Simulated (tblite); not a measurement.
# H5S11Sn4: the cost of one run

Computed with tblite 0.8.0 and PySCF 2.14.0 and routines of our own; the level stands in each step. Atoms count from 0.

### 1 The system as given

20 atoms, charge -1, multiplicity 1; geometry from: force field, distance geometry or constructed start.

### 2 Optimising the geometry with GFN1-xTB

Job settings and geometry (Å):

```
{"job": {"kind": "relax", "xc": "GFN1-xTB", "basis": "xTB"}, "charge": -1, "multiplicity": 1}
Sn    -2.998100     0.447900    -0.249900
Sn     4.293800     0.452300    -0.255200
Sn     0.652200     0.447400    -0.247300
Sn    -1.178700    -2.706900    -0.254500
S     -3.004000    -1.658800    -1.724900
S     -3.006300     2.556600     1.229100
S     -4.827900    -0.602200     1.228400
S     -1.174600     1.506100    -1.726800
S     -1.175300    -0.606000     1.231300
S      6.119200     1.502600    -1.726700
S      2.469900     1.502200    -1.730400
S      4.294500     2.555100     1.231700
S      2.468600    -0.603200     1.236700
S      0.649200    -1.658200    -1.731000
S     -3.005200    -3.759800     1.231900
H     -2.693700    -5.089500     1.083500
H      5.466600     2.361600     1.918900
H     -4.173300     3.132200     0.812200
H     -5.946100    -0.142500     0.588600
H      6.766100     0.369700    -2.147800
```

Launch:

```console
OMP_NUM_THREADS=1 python large_run.py task.json out
```

The driver reads the jobs from task.json and runs them one after another.

**Question.** How long does this first job take on 1 thread of Arm Neoverse N1, shared host, and how much memory does it need?

About 17 s, with a peak of 0.16 GiB.
